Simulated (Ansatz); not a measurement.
# In2Au: the cost of one run

Method: DFT LDA, scalar-relativistic, in Ansatz 0.2.0.

## Step 1: The system as given

Symmetry: Fm-3m, No. 225, cubic system. The conventional cell has a = 6.502 Å, b = 6.502 Å, c = 6.502 Å, α = 90.00°, β = 90.00°, γ = 90.00°. In (site symmetry -43m) has 4 Au at 2.82 Å in its first shell of neighbours. Au (site symmetry m-3m) is surrounded by 8 In at 2.82 Å.

Coordinates:

```cif
data_structure
_symmetry_space_group_name_H-M 'P 1'
_symmetry_Int_Tables_number 1
_cell_length_a 4.5976
_cell_length_b 4.5976
_cell_length_c 4.5976
_cell_angle_alpha 60.000
_cell_angle_beta 60.000
_cell_angle_gamma 60.000
_cell_volume 68.72
loop_
_atom_site_label
_atom_site_type_symbol
_atom_site_fract_x
_atom_site_fract_y
_atom_site_fract_z
_atom_site_occupancy
In1 In 0.25000 0.25000 0.25000 1
In2 In 0.75000 0.75000 0.75000 1
Au1 Au 0.00000 0.00000 0.00000 1
```

Atoms are numbered in the order of the input: In1, In2, Au3.

## Step 2: Volume × 0.94, LAPW

Contents of input.yaml:

```yaml
crystal:
  lattice:
    - [0.0, 3.1846344394, 3.1846344394]
    - [3.1846344394, 0.0, 3.1846344394]
    - [3.1846344394, 3.1846344394, 0.0]
  atoms:
    - { symbol: In, position: [0.25, 0.25, 0.25] }
    - { symbol: In, position: [0.75, 0.75, 0.75] }
    - { symbol: Au, position: [0.0, 0.0, 0.0] }
kpoints:
  mp_grid: { grid: [10, 10, 10] }
  band_path:
    path:
      - [0.0, 0.0, 0.0]
      - [0.5, 0.0, 0.5]
      - [0.625, 0.25, 0.625]
      - [0.375, 0.375, 0.75]
      - [0.0, 0.0, 0.0]
      - [0.5, 0.5, 0.5]
      - [0.5, 0.25, 0.75]
      - [0.5, 0.0, 0.5]
    npoints: 5
scf:
  occupations: { method: fermi_dirac, width: 0.05 }
hamiltonian:
  xc: lda
  pseudopotentials: { kind: all_electron, lapw: { basis_error: 0.0005 } }
output:
  forces: true
  stress: true
  eigenvalues: true
```

Started as:

```bash
$ ansatz run input.yaml --threads 1 --pin off --max-ram 4096MiB --backend cpu --events-out ev --progress --plain --runs-dir out
```

**Question.** How long does this run take on 1 thread of Arm Neoverse V1, shared host, and how much memory does it need?

About 83 s, with a peak of 0.59 GiB.
